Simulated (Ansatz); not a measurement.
**CH₆BNS: how energies converge with the basis set**

One table from this session's results is given with a row withheld; the runs are named, their logs left out.

Computed with Ansatz 0.2.0, Gaussian basis. Level: one geometry, several basis sets.

Plan: PBE0-D4/def2-SVP; ωB97M-V/def2-SVP; PBE0-D4/def2-QZVPP; ωB97M-V/def2-QZVPP; the functionals' def2-TZVPP values are taken from earlier runs.

### Structure used throughout

All runs share one geometry, relaxed beforehand with PBE0-D4 in a triple-zeta def2 set.

SMILES `BSCN`, 10 atoms, charge 0, spin multiplicity 1.

Atoms are counted from 1 here; the program's logs count them from 0.

Bond lengths: B1–S2 1.757 Å, B1–H5 1.193 Å, B1–H6 1.192 Å, S2–C3 1.823 Å, C3–N4 1.441 Å, C3–H7 1.098 Å, C3–H8 1.090 Å, N4–H9 1.012 Å, N4–H10 1.013 Å. Angles: S2–B1–H5 116.3°, S2–B1–H6 120.7°, H5–B1–H6 122.9°, B1–S2–C3 103.7°, S2–C3–N4 111.2°, S2–C3–H7 104.5°, S2–C3–H8 107.9°, N4–C3–H7 115.5°, N4–C3–H8 109.2°, H7–C3–H8 108.1°, C3–N4–H9 111.1°, C3–N4–H10 110.6°, H9–N4–H10 108.1°.

Coordinates:

```xyz
10
CH6BNS
B    -1.1328    1.6118    0.0681
S    -1.2569   -0.0266    0.6905
C     0.4331   -0.6855    0.5132
N     0.7665   -0.9022   -0.8720
H    -2.1401    2.2505    0.0564
H    -0.0851    2.0467   -0.2976
H     0.4480   -1.5810    1.1487
H     1.1229    0.0438    0.9385
H     0.1911   -1.6303   -1.2765
H     1.7364   -1.1783   -0.9663
```

Set-up of the first run:

File in.yaml:

```yaml
crystal:
  periodic: [false, false, false]
  atoms:
    - {symbol: B, position_ang: [-1.132817, 1.611762, 0.068131]}
    - {symbol: S, position_ang: [-1.256941, -0.026596, 0.690463]}
    - {symbol: C, position_ang: [0.433135, -0.685501, 0.513205]}
    - {symbol: N, position_ang: [0.766470, -0.902180, -0.871967]}
    - {symbol: H, position_ang: [-2.140063, 2.250510, 0.056382]}
    - {symbol: H, position_ang: [-0.085114, 2.046726, -0.297584]}
    - {symbol: H, position_ang: [0.448002, -1.580980, 1.148738]}
    - {symbol: H, position_ang: [1.122949, 0.043833, 0.938502]}
    - {symbol: H, position_ang: [0.191063, -1.630329, -1.276518]}
    - {symbol: H, position_ang: [1.736414, -1.178346, -0.966250]}
basis:
  gaussian: {orbitals: def2-SVP}
hamiltonian: {xc: pbe0, dispersion: d4}
output: {orbitals: {seedname: orbitals}}
```

Run with:

```
> ansatz run in.yaml --threads 2 --pin off --events-out ev --progress --plain --max-ram 4352MiB
```

Steps of the session up to this table: PBE0-D4 in def2-SVP; ωB97M-V in def2-SVP; PBE0-D4 in def2-QZVPP; ωB97M-V in def2-QZVPP.

One table of the session follows, with a row left open; its other results are not shown here.

```
functional       basis  HOMO (eV)
   PBE0-D4    def2-SVP      -7.05
   PBE0-D4  def2-TZVPP          ?
   PBE0-D4  def2-QZVPP      -7.34
   ωB97M-V    def2-SVP      -9.40
   ωB97M-V  def2-TZVPP      -9.64
   ωB97M-V  def2-QZVPP      -9.69
```

**Question.** Estimate the row for PBE0-D4, def2-TZVPP.

As computed: HOMO (eV): -7.30. In the column «HOMO (eV)» it lies between PBE0-D4, def2-QZVPP (-7.34) and PBE0-D4, def2-SVP (-7.05).
